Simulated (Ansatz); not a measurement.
# ClH8NSi2: search for a transition state, part 2 of 2

Ansatz 0.2.0, Gaussian basis; PBE0-D4.

## Step 7: Relaxing after a step of 0.30 Å one way along the mode

Contents of downa/in.yaml:

```yaml
crystal:
  periodic: [false, false, false]
  atoms:
    - {symbol: Si, position_ang: [-0.812131, 0.307396, -0.402578]}
    - {symbol: Si, position_ang: [0.841834, -1.336942, 1.011042]}
    - {symbol: H, position_ang: [-0.668983, -1.018996, -1.139799]}
    - {symbol: H, position_ang: [-2.126837, 0.275015, 0.261287]}
    - {symbol: N, position_ang: [-0.242455, 1.379805, -1.545242]}
    - {symbol: H, position_ang: [0.152004, 0.048465, 0.928213]}
    - {symbol: Cl, position_ang: [-0.348267, 2.033309, 1.365988]}
    - {symbol: H, position_ang: [1.510721, -1.107646, 2.287469]}
    - {symbol: H, position_ang: [-0.197686, -2.416667, 1.059676]}
    - {symbol: H, position_ang: [1.798635, -1.582730, -0.119781]}
    - {symbol: H, position_ang: [0.120477, 1.082006, -2.438496]}
    - {symbol: H, position_ang: [-0.027412, 2.336886, -1.267778]}
basis:
  gaussian: {orbitals: def2-TZVP}
hamiltonian: {xc: pbe0, dispersion: d4}
relax: {f_tol: 0.005, max_steps: 200}
```

The run is started by

```console
ansatz run in.yaml --threads 4 --pin off --events-out ev --progress --plain --max-ram 9574MiB
```

Output:

```text
Functional definition: PBE0
  name "PBE0"
  cite "Adamo & Barone, J. Chem. Phys. 110, 6158 (1999) doi:10.1063/1.478522"
  cite "Perdew, Burke & Ernzerhof, Phys. Rev. Lett. 77, 3865 (1996) doi:10.1103/PhysRevLett.77.3865"
  parent pbe
  parameter a = 0.25
  parameter kappa = 0.804
  parameter beta = 0.06672455060314922
  exchange = (1 - a)*pbe_x(kappa = kappa, mu = beta*pi^2/3) + a*exact_x
  correlation = pbe_c(beta = beta)
1311 factors; their error is unknown
mean field evaluation 1: about -29880.6838 eV, gradient 5.7e1 eV
mean field evaluation 2: about -29870.7161 eV, gradient 8.3e1 eV
mean field evaluation 4: about -29886.7069 eV, gradient 3.7e0 eV
mean field evaluation 8: about -29886.7397 eV, gradient 5.2e-2 eV
mean field evaluation 16: about -29886.8447 eV, gradient 5.1e-5 eV
mean field -29886.84469848 eV, -1098.3212846383 hartree, gradient 5.1e-5 eV, S^2 0.000000; 0 other end points of the search recorded, 0 dependent functions left out
the calculation of the forces begins
reference -29886.84473508 eV, -1098.3212859831 hartree; 30, 30 occupied and 160, 160 virtual orbitals, 1311 factors
relax step   1: F+E_penalty+E_count = -29887.09099716 eV  Δ(F+E_penalty+E_count) = +0.000e0 eV  max|allowed force component| = 8.724e-1 eV/Å  Δτ_max = 0.0000 Å  (27 SCF iters, accepted)
these checks for a lower state are left out or cut short: starts, cluster_reference, orbital_swaps, neighbouring_geometries, increment
1311 factors; their error is unknown
mean field -29887.13546921 eV, -1098.3319702655 hartree, gradient 2.4e-5 eV, S^2 0.000000; 0 other end points of the search recorded, 0 dependent functions left out
the calculation of the forces begins
reference -29887.13550624 eV, -1098.3319716264 hartree; 30, 30 occupied and 160, 160 virtual orbitals, 1311 factors
relax step   2: F+E_penalty+E_count = -29887.37743633 eV  Δ(F+E_penalty+E_count) = -2.864e-1 eV  max|allowed force component| = 1.045e0 eV/Å  Δτ_max = 0.1943 Å  (29 SCF iters, accepted)
these checks for a lower state are left out or cut short: starts, cluster_reference, orbital_swaps, neighbouring_geometries, increment
1311 factors; their error is unknown
mean field evaluation 32: about -29887.3795 eV, gradient 9.5e-6 eV
mean field -29887.37952859 eV, -1098.3409392821 hartree, gradient 9.5e-6 eV, S^2 0.000000; 0 other end points of the search recorded, 0 dependent functions left out
the calculation of the forces begins
reference -29887.37956571 eV, -1098.3409406463 hartree; 30, 30 occupied and 160, 160 virtual orbitals, 1311 factors
relax step   3: F+E_penalty+E_count = -29887.62059320 eV  Δ(F+E_penalty+E_count) = -2.432e-1 eV  max|allowed force component| = 8.942e-1 eV/Å  Δτ_max = 0.1947 Å  (36 SCF iters, accepted)
[... from here on, the SCF cycles and remarks between the steps are left out ...]
relax step   4: F+E_penalty+E_count = -29887.86679885 eV  Δ(F+E_penalty+E_count) = -2.462e-1 eV  max|allowed force component| = 8.190e-1 eV/Å  Δτ_max = 0.1942 Å  (30 SCF iters, accepted)
relax step   5: F+E_penalty+E_count = -29888.15475463 eV  Δ(F+E_penalty+E_count) = -2.880e-1 eV  max|allowed force component| = 9.172e-1 eV/Å  Δτ_max = 0.1959 Å  (30 SCF iters, accepted)
relax step   6: F+E_penalty+E_count = -29888.47569846 eV  Δ(F+E_penalty+E_count) = -3.209e-1 eV  max|allowed force component| = 6.720e-1 eV/Å  Δτ_max = 0.1929 Å  (29 SCF iters, accepted)
relax step   7: F+E_penalty+E_count = -29888.71944038 eV  Δ(F+E_penalty+E_count) = -2.437e-1 eV  max|allowed force component| = 5.791e-1 eV/Å  Δτ_max = 0.1949 Å  (28 SCF iters, accepted)
relax step   8: F+E_penalty+E_count = -29888.85729422 eV  Δ(F+E_penalty+E_count) = -1.379e-1 eV  max|allowed force component| = 2.001e-1 eV/Å  Δτ_max = 0.2000 Å  (28 SCF iters, accepted)
relax step   9: F+E_penalty+E_count = -29888.92718833 eV  Δ(F+E_penalty+E_count) = -6.989e-2 eV  max|allowed force component| = 2.834e-1 eV/Å  Δτ_max = 0.1930 Å  (28 SCF iters, accepted)
relax step  10: F+E_penalty+E_count = -29888.96887692 eV  Δ(F+E_penalty+E_count) = -4.169e-2 eV  max|allowed force component| = 2.044e-1 eV/Å  Δτ_max = 0.2000 Å  (27 SCF iters, accepted)
relax step  11: F+E_penalty+E_count = -29888.97826573 eV  Δ(F+E_penalty+E_count) = -9.389e-3 eV  max|allowed force component| = 7.413e-1 eV/Å  Δτ_max = 0.1925 Å  (29 SCF iters, accepted)
relax step  12: F+E_penalty+E_count = -29888.99304564 eV  Δ(F+E_penalty+E_count) = -1.478e-2 eV  max|allowed force component| = 7.554e-1 eV/Å  Δτ_max = 0.2000 Å  (34 SCF iters, accepted)
relax step  13: F+E_penalty+E_count = -29889.03640787 eV  Δ(F+E_penalty+E_count) = -4.336e-2 eV  max|allowed force component| = 1.062e-1 eV/Å  Δτ_max = 0.1999 Å  (27 SCF iters, accepted)
relax step  14: F+E_penalty+E_count = -29889.03970123 eV  Δ(F+E_penalty+E_count) = -3.293e-3 eV  max|allowed force component| = 6.778e-2 eV/Å  Δτ_max = 0.0600 Å  (29 SCF iters, accepted)
relax step  15: F+E_penalty+E_count = -29889.03840333 eV  Δ(F+E_penalty+E_count) = +1.298e-3 eV  max|allowed force component| = 4.324e-1 eV/Å  Δτ_max = 0.1183 Å  (28 SCF iters, rejected (line search))
relax step  16: F+E_penalty+E_count = -29889.04228479 eV  Δ(F+E_penalty+E_count) = -2.584e-3 eV  max|allowed force component| = 3.161e-2 eV/Å  Δτ_max = 0.0591 Å  (30 SCF iters, accepted)
relax step  17: F+E_penalty+E_count = -29889.04290081 eV  Δ(F+E_penalty+E_count) = -6.160e-4 eV  max|allowed force component| = 1.722e-1 eV/Å  Δτ_max = 0.0841 Å  (29 SCF iters, accepted)
relax step  18: F+E_penalty+E_count = -29889.04328889 eV  Δ(F+E_penalty+E_count) = -3.881e-4 eV  max|allowed force component| = 1.276e-1 eV/Å  Δτ_max = 0.0145 Å  (30 SCF iters, accepted)
relax step  19: F+E_penalty+E_count = -29889.04380018 eV  Δ(F+E_penalty+E_count) = -5.113e-4 eV  max|allowed force component| = 1.151e-1 eV/Å  Δτ_max = 0.0475 Å  (29 SCF iters, accepted)
relax step  20: F+E_penalty+E_count = -29889.04463872 eV  Δ(F+E_penalty+E_count) = -8.385e-4 eV  max|allowed force component| = 2.034e-2 eV/Å  Δτ_max = 0.0491 Å  (29 SCF iters, accepted)
relax step  21: F+E_penalty+E_count = -29889.04551406 eV  Δ(F+E_penalty+E_count) = -8.753e-4 eV  max|allowed force component| = 1.210e-1 eV/Å  Δτ_max = 0.1005 Å  (29 SCF iters, accepted)
relax step  22: F+E_penalty+E_count = -29889.04647340 eV  Δ(F+E_penalty+E_count) = -9.593e-4 eV  max|allowed force component| = 1.035e-1 eV/Å  Δτ_max = 0.0523 Å  (29 SCF iters, accepted)
relax step  23: F+E_penalty+E_count = -29889.04779227 eV  Δ(F+E_penalty+E_count) = -1.319e-3 eV  max|allowed force component| = 1.790e-1 eV/Å  Δτ_max = 0.1714 Å  (28 SCF iters, accepted)
relax step  24: F+E_penalty+E_count = -29889.05037756 eV  Δ(F+E_penalty+E_count) = -2.585e-3 eV  max|allowed force component| = 1.190e-1 eV/Å  Δτ_max = 0.0274 Å  (30 SCF iters, accepted)
relax step  25: F+E_penalty+E_count = -29889.05378173 eV  Δ(F+E_penalty+E_count) = -3.404e-3 eV  max|allowed force component| = 9.469e-2 eV/Å  Δτ_max = 0.0881 Å  (29 SCF iters, accepted)
relax step  26: F+E_penalty+E_count = -29889.05837705 eV  Δ(F+E_penalty+E_count) = -4.595e-3 eV  max|allowed force component| = 1.983e-1 eV/Å  Δτ_max = 0.1961 Å  (28 SCF iters, accepted)
relax step  27: F+E_penalty+E_count = -29889.05875453 eV  Δ(F+E_penalty+E_count) = -3.775e-4 eV  max|allowed force component| = 3.246e-1 eV/Å  Δτ_max = 0.1589 Å  (28 SCF iters, accepted)
relax step  28: F+E_penalty+E_count = -29889.06355502 eV  Δ(F+E_penalty+E_count) = -4.800e-3 eV  max|allowed force component| = 1.475e-1 eV/Å  Δτ_max = 0.0155 Å  (30 SCF iters, accepted)
relax step  29: F+E_penalty+E_count = -29889.06588288 eV  Δ(F+E_penalty+E_count) = -2.328e-3 eV  max|allowed force component| = 3.927e-2 eV/Å  Δτ_max = 0.0597 Å  (29 SCF iters, accepted)
relax step  30: F+E_penalty+E_count = -29889.06687623 eV  Δ(F+E_penalty+E_count) = -9.933e-4 eV  max|allowed force component| = 2.241e-2 eV/Å  Δτ_max = 0.0773 Å  (29 SCF iters, accepted)
relax step  31: F+E_penalty+E_count = -29889.06737053 eV  Δ(F+E_penalty+E_count) = -4.943e-4 eV  max|allowed force component| = 4.333e-2 eV/Å  Δτ_max = 0.0657 Å  (29 SCF iters, accepted)
relax step  32: F+E_penalty+E_count = -29889.06776697 eV  Δ(F+E_penalty+E_count) = -3.964e-4 eV  max|allowed force component| = 1.635e-2 eV/Å  Δτ_max = 0.0185 Å  (30 SCF iters, accepted)
relax step  33: F+E_penalty+E_count = -29889.06807454 eV  Δ(F+E_penalty+E_count) = -3.076e-4 eV  max|allowed force component| = 8.954e-3 eV/Å  Δτ_max = 0.0377 Å  (30 SCF iters, accepted)
relax step  34: F+E_penalty+E_count = -29889.06840667 eV  Δ(F+E_penalty+E_count) = -3.321e-4 eV  max|allowed force component| = 1.782e-2 eV/Å  Δτ_max = 0.0656 Å  (29 SCF iters, accepted)
relax step  35: F+E_penalty+E_count = -29889.06861177 eV  Δ(F+E_penalty+E_count) = -2.051e-4 eV  max|allowed force component| = 2.615e-2 eV/Å  Δτ_max = 0.0363 Å  (30 SCF iters, accepted)
relax step  36: F+E_penalty+E_count = -29889.06884104 eV  Δ(F+E_penalty+E_count) = -2.293e-4 eV  max|allowed force component| = 2.844e-2 eV/Å  Δτ_max = 0.0386 Å  (29 SCF iters, accepted)
relax step  37: F+E_penalty+E_count = -29889.06897496 eV  Δ(F+E_penalty+E_count) = -1.339e-4 eV  max|allowed force component| = 2.194e-2 eV/Å  Δτ_max = 0.0218 Å  (31 SCF iters, accepted)
relax step  38: F+E_penalty+E_count = -29889.06907479 eV  Δ(F+E_penalty+E_count) = -9.983e-5 eV  max|allowed force component| = 2.156e-2 eV/Å  Δτ_max = 0.0228 Å  (31 SCF iters, accepted)
relax step  39: F+E_penalty+E_count = -29889.06912205 eV  Δ(F+E_penalty+E_count) = -4.726e-5 eV  max|allowed force component| = 1.341e-2 eV/Å  Δτ_max = 0.0224 Å  (30 SCF iters, accepted)
relax step  40: F+E_penalty+E_count = -29889.06917163 eV  Δ(F+E_penalty+E_count) = -4.958e-5 eV  max|allowed force component| = 6.442e-3 eV/Å  Δτ_max = 0.0077 Å  (21 SCF iters, accepted)
relax step  41: F+E_penalty+E_count = -29889.06919316 eV  Δ(F+E_penalty+E_count) = -2.153e-5 eV  max|allowed force component| = 2.439e-3 eV/Å  Δτ_max = 0.0140 Å  (31 SCF iters, accepted)
these checks for a lower state are left out or cut short: starts, cluster_reference, orbital_swaps, neighbouring_geometries, increment
1311 factors; their error is unknown
mean field -29888.85527047 eV, -1098.3951717960 hartree, gradient 9.4e-6 eV, S^2 0.000000; 0 other end points of the search recorded, 0 dependent functions left out
the calculation of the forces begins
reference -29888.85530927 eV, -1098.3951732221 hartree; 30, 30 occupied and 160, 160 virtual orbitals, 1311 factors
relax step  42: F+E_penalty+E_count = -29889.06919878 eV  Δ(F+E_penalty+E_count) = -5.623e-6 eV  max|allowed force component| = 2.467e-3 eV/Å  Δτ_max = 0.0088 Å  (31 SCF iters, accepted)
1311 factors; their error is unknown
mean field evaluation 320: about -29888.8553 eV, gradient 1.8e-3 eV
mean field -29888.85527047 eV, -1098.3951717960 hartree, gradient 3.5e-5 eV, S^2 0.000000; 1 other end points of the search recorded, 0 dependent functions left out
the calculation of the forces begins
reference -29888.85530927 eV, -1098.3951732221 hartree; 30, 30 occupied and 160, 160 virtual orbitals, 1311 factors
Total energy: -29889.06923758 eV, -1098.4030349425 hartree
Atom 0 at    -1.333612     1.072457    -0.439643 Å, force    -0.001131     0.000209     0.002467 eV/Å
Atom 1 at     1.220591    -1.601420     1.217953 Å, force    -0.001761    -0.000452     0.001223 eV/Å
Atom 2 at    -1.466279    -0.297334     0.102500 Å, force     0.000116     0.000016     0.000580 eV/Å
Atom 3 at    -2.629087     1.667875    -0.829553 Å, force    -0.000968     0.000590    -0.000803 eV/Å
Atom 4 at    -0.331793     1.016255    -1.811474 Å, force     0.000029     0.000233    -0.000559 eV/Å
Atom 5 at     0.449299    -0.987203     2.324919 Å, force     0.001500    -0.000680    -0.001882 eV/Å
Atom 6 at    -0.629249     2.227725     1.128642 Å, force     0.000108    -0.000975    -0.000192 eV/Å
Atom 7 at     2.480028    -2.189450     1.740451 Å, force    -0.000622     0.000647    -0.000430 eV/Å
Atom 8 at     0.413349    -2.662144     0.563948 Å, force     0.000885     0.001170     0.000301 eV/Å
Atom 9 at     1.558035    -0.559595     0.212314 Å, force     0.000129    -0.000370     0.000527 eV/Å
Atom 10 at     0.534244     0.501930    -1.782902 Å, force     0.001790    -0.001246     0.000031 eV/Å
Atom 11 at    -0.265626     1.810804    -2.427154 Å, force    -0.000074     0.000858    -0.001261 eV/Å
Dipole moment:     0.139901    -0.081574    -0.342805 e Å
```

Run time: 2.1 min. Hardware: 4 threads of Arm Neoverse V1, shared host.

Step by step: (not every step is listed)

| step | energy from step 1 (eV) | largest force component (eV/Å) |
| --- | --- | --- |
| 1 | 0.0000 | 0.8724 |
| 2 | -0.2864 | 1.0454 |
| 3 | -0.5296 | 0.8942 |
| 4 | -0.7758 | 0.8190 |
| 5 | -1.0638 | 0.9172 |
| 6 | -1.3847 | 0.6720 |
| 7 | -1.6284 | 0.5791 |
| 8 | -1.7663 | 0.2001 |
| 9 | -1.8362 | 0.2834 |
| 11 | -1.8873 | 0.7413 |
| 13 | -1.9454 | 0.1062 |
| 15 | -1.9474 | 0.4324 |
| 17 | -1.9519 | 0.1722 |
| 19 | -1.9528 | 0.1151 |
| 21 | -1.9545 | 0.1210 |
| 23 | -1.9568 | 0.1790 |
| 25 | -1.9628 | 0.0947 |
| 27 | -1.9678 | 0.3246 |
| 29 | -1.9749 | 0.0393 |
| 31 | -1.9764 | 0.0433 |
| 33 | -1.9771 | 0.0090 |
| 35 | -1.9776 | 0.0262 |
| 37 | -1.9780 | 0.0219 |
| 38 | -1.9781 | 0.0216 |
| 39 | -1.9781 | 0.0134 |
| 40 | -1.9782 | 0.0064 |
| 41 | -1.9782 | 0.0024 |
| 42 | -1.9782 | 0.0025 |

Distances of close pairs at the start and the end, largest changes first:

| bond | before (Å) | after (Å) | change (Å) |
| --- | --- | --- | --- |
| Si1–H6 | 1.664 | 3.881 | +2.218 |
| Si1–Cl7 | 2.514 | 2.071 | -0.443 |
| Si2–H6 | 1.550 | 1.482 | -0.067 |
| Si1–H3 | 1.524 | 1.479 | -0.045 |
| Si1–N5 | 1.667 | 1.700 | +0.032 |
| Si2–H8 | 1.459 | 1.485 | +0.026 |
| Si2–H9 | 1.500 | 1.485 | -0.015 |
| Si2–H10 | 1.502 | 1.487 | -0.015 |

## Step 8: Relaxing after a step of 0.30 Å the other way along the mode

Contents of downb/in.yaml:

```yaml
crystal:
  periodic: [false, false, false]
  atoms:
    - {symbol: Si, position_ang: [-0.776270, 0.035205, -0.480514]}
    - {symbol: Si, position_ang: [0.724727, -1.265214, 0.892081]}
    - {symbol: H, position_ang: [-0.770005, -1.161395, -1.365353]}
    - {symbol: H, position_ang: [-2.082466, 0.146741, 0.185281]}
    - {symbol: N, position_ang: [-0.259063, 1.307296, -1.490442]}
    - {symbol: H, position_ang: [0.184282, 0.621612, 1.102740]}
    - {symbol: Cl, position_ang: [-0.040065, 1.904137, 1.536807]}
    - {symbol: H, position_ang: [1.384576, -1.002997, 2.222873]}
    - {symbol: H, position_ang: [-0.210933, -2.386112, 1.056432]}
    - {symbol: H, position_ang: [1.761762, -1.524688, -0.110679]}
    - {symbol: H, position_ang: [0.148013, 1.100123, -2.385358]}
    - {symbol: H, position_ang: [-0.064658, 2.225192, -1.163868]}
basis:
  gaussian: {orbitals: def2-TZVP}
hamiltonian: {xc: pbe0, dispersion: d4}
relax: {f_tol: 0.005, max_steps: 200}
```

The run is started by

```console
ansatz run in.yaml --threads 4 --pin off --events-out ev --progress --plain --max-ram 9574MiB
```

Output, shortened:

```text
[... 5 set-up lines as earlier in the session ...]
[...]
1311 factors; their error is unknown
[...]
mean field -29886.87400786 eV, -1098.3223617382 hartree, gradient 3.6e-5 eV, S^2 0.000000; 0 other end points of the search recorded, 0 dependent functions left out
[...]
reference -29886.87404353 eV, -1098.3223630488 hartree; 30, 30 occupied and 160, 160 virtual orbitals, 1311 factors
relax step   1: F+E_penalty+E_count = -29887.12841963 eV  Δ(F+E_penalty+E_count) = +0.000e0 eV  max|allowed force component| = 8.695e-1 eV/Å  Δτ_max = 0.0000 Å  (27 SCF iters, accepted)
[...]
Atom 2 at    -1.215860    -1.246060    -1.906046 Å, force     0.000272    -0.000400     0.000117 eV/Å
Atom 3 at    -2.122055    -0.018885    -0.011766 Å, force    -0.000097     0.000156     0.000290 eV/Å
Atom 4 at    -0.318284     1.157928    -1.489176 Å, force     0.003896     0.000570    -0.002164 eV/Å
Atom 5 at     0.572653     1.264494     1.912427 Å, force    -0.000323     0.002878    -0.000074 eV/Å
Atom 6 at     0.215743     2.499635     1.844990 Å, force     0.000927    -0.002878     0.000006 eV/Å
Atom 7 at     0.996252    -0.560888     1.795929 Å, force    -0.000067    -0.000560    -0.000856 eV/Å
Atom 8 at     0.046170    -2.675157     1.202466 Å, force     0.000716     0.000145    -0.000437 eV/Å
Atom 9 at     1.887953    -1.756620    -0.070452 Å, force     0.000218     0.000146     0.001169 eV/Å
Atom 10 at     0.365318     1.120545    -2.228431 Å, force    -0.002812     0.000353     0.002423 eV/Å
Atom 11 at    -0.152003     1.947657    -0.883519 Å, force    -0.001058    -0.001144    -0.000314 eV/Å
Dipole moment:     0.201088    -0.088359    -0.126555 e Å
```

It took 58 s on 4 threads of Arm Neoverse V1, shared host.

Relaxation path: (the energy doesn't fall at every step)

| step | energy from step 1 (eV) | largest force component (eV/Å) |
| --- | --- | --- |
| 1 | 0.0000 | 0.8695 |
| 2 | -0.3203 | 1.1004 |
| 3 | -0.4407 | 1.3895 |
| 4 | -0.6065 | 1.3657 |
| 5 | -0.7245 | 0.5445 |
| 6 | -0.7807 | 0.2814 |
| 7 | -0.8179 | 0.3837 |
| 8 | -0.8286 | 0.3922 |
| 9 | -0.8350 | 0.2147 |
| 10 | -0.8367 | 0.1527 |
| 11 | -0.8361 | 0.1646 |
| 12 | -0.8379 | 0.0523 |
| 13 | -0.8346 | 0.1310 |
| 14 | -0.8384 | 0.0080 |
| 15 | -0.8384 | 0.0018 |
| 16 | -0.8384 | 0.0051 |
| 17 | -0.8385 | 0.0104 |
| 18 | -0.8385 | 0.0039 |

Distances of close pairs at the start and the end, largest changes first:

| bond | before (Å) | after (Å) | change (Å) |
| --- | --- | --- | --- |
| H6–Cl7 | 1.372 | 1.287 | -0.085 |
| Si1–Si2 | 2.414 | 2.357 | -0.057 |
| Si2–H10 | 1.466 | 1.489 | +0.024 |
| Si2–H9 | 1.469 | 1.489 | +0.020 |
| Si1–H4 | 1.470 | 1.487 | +0.017 |
| Si1–N5 | 1.705 | 1.721 | +0.016 |
| N5–H12 | 0.993 | 1.009 | +0.016 |
| Si2–H8 | 1.508 | 1.500 | -0.009 |

## Step 9: What the saddle joins

```
   pair  start side (Å)  saddle (Å)  end side (Å)
Si1–Cl7           4.011       2.678         2.071
 Si2–H6           2.979       1.749         1.482
Si1–Si2           2.357       2.568         4.052
 H6–Cl7           1.287       1.729         3.596
```

## Step 10: What came out

This closing draws on all 2 parts.

| quantity | value |
| --- | --- |
| imaginary mode | 754i cm⁻¹ |
| barrier from the start side | 108.5 kJ/mol |
| barrier from the end side | 214.8 kJ/mol |
| energy of the step | -106.4 kJ/mol |
| pairs that change | Si1–Cl7 formed, Si2–H6 formed, Si1–Si2 broken, H6–Cl7 broken |
| zero-point energy at the saddle | 2.056 eV |

What this shows: One imaginary mode, 754i cm⁻¹, makes this a first-order saddle. The two relaxations end on the structures that were planned. At PBE0-D4/def2-TZVP the electronic barrier is 108.5 kJ/mol, about 44 kT at 298 K, and the step runs 106.4 kJ/mol downhill. These are plain relaxations, not an intrinsic reaction coordinate.
